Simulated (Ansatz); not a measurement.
Task: a rigid scan of one bond length of CH3F2Si, SMILES C[Si](F)F, with Ansatz 0.2.0, Python API. Give the script and its output. Use (for the species named): B3LYP, cc-pVDZ basis, multiplicity 2.

```xyz
7

C    -0.2358    0.6690   -0.1942
Si    0.7516   -0.8035   -0.0434
F     1.0607   -1.0148    1.4967
F    -0.0218   -2.0459   -0.5667
H    -0.5572    0.8872   -1.2674
H     0.2468    1.6153    0.1547
H    -1.1830    0.6247    0.3746
```

`scan_ch3f2si.py`
```python
"""Stretching a bond of CH3F2Si, the rest held rigid."""

import ansatz
import numpy as np

GEOMETRY = """
C    -0.23580    0.66900   -0.19420
Si    0.75160   -0.80350   -0.04340
F     1.06070   -1.01480    1.49670
F    -0.02180   -2.04590   -0.56670
H    -0.55720    0.88720   -1.26740
H     0.24680    1.61530    0.15470
H    -1.18300    0.62470    0.37460
"""

ch3f2si = ansatz.Crystal.molecule()
for line in GEOMETRY.strip().splitlines():
    symbol, *xyz = line.split()
    ch3f2si = ch3f2si.atom(symbol, [float(v) for v in xyz])

symbols = [site.symbol for site in ch3f2si.cartesian_sites]
start = np.array([site.position_ang for site in ch3f2si.cartesian_sites])
axis = (start[2] - start[1]) / np.linalg.norm(start[2] - start[1])
moving = [2]
lengths, energies = [1.395, 1.458, 1.522, 1.585, 1.648, 1.712, 1.775, 1.87], []
for length in lengths:
    xyz = start.copy()
    xyz[moving] += (length - np.linalg.norm(start[2] - start[1])) * axis
    point = ansatz.Crystal.molecule()
    for symbol, xyz in zip(symbols, xyz):
        point = point.atom(symbol, xyz.tolist())
    calculation = point.calculation()
    calculation = calculation.basis(gaussian="cc-pVDZ").functional("B3LYP")
    calculation = calculation.spin("collinear", total=1)
    report = calculation.run(threads=1, backend="cpu").report
    energies.append(report["free_energy_ev"])
    print(f"r = {length:6.3f} A  E = {energies[-1]:.5f} eV  <S^2> = {abs(report['mean_field']['state']['spin_squared']):.3f}")

# quartic fit about the minimum
fit = np.polynomial.Polynomial.fit(lengths, np.array(energies) - min(energies), 4).convert()
roots = [r.real for r in fit.deriv().roots() if abs(r.imag) < 1e-9 and fit.deriv(2)(r.real) > 0]
r_e = min(roots, key=lambda r: abs(r - lengths[int(np.argmin(energies))]))
print(f"minimum of the fit at {r_e:.4f} A, force constant {fit.deriv(2)(r_e):.2f} eV/A^2")
```

```console
$ python scan_ch3f2si.py
r =  1.395 A  E = -14397.79281 eV  <S^2> = 0.751
r =  1.458 A  E = -14398.61606 eV  <S^2> = 0.751
r =  1.522 A  E = -14399.11947 eV  <S^2> = 0.751
r =  1.585 A  E = -14399.37497 eV  <S^2> = 0.751
r =  1.648 A  E = -14399.45730 eV  <S^2> = 0.751
r =  1.712 A  E = -14399.41323 eV  <S^2> = 0.751
r =  1.775 A  E = -14399.28078 eV  <S^2> = 0.751
r =  1.870 A  E = -14398.97224 eV  <S^2> = 0.751
minimum of the fit at 1.6539 A, force constant 29.77 eV/A^2
```

What to keep in mind:
- Total energies depend on the basis set; only differences at equal settings carry meaning.
- The rest of the molecule is held rigid at a force-field or estimated start geometry, and the basis set is modest; single-reference methods fail as a bond breaks.
- The species is open-shell (spin multiplicity 2).
- b3lyp holds the VWN-RPA fit, as in Gaussian; the form of ORCA and Turbomole is b3lyp5.
- Run time: 26 s on 1 thread of Arm Neoverse V2, with other jobs on the host, peak memory 0.25 GiB.

(Lines on the test bed's own set-up are left out of the output.)
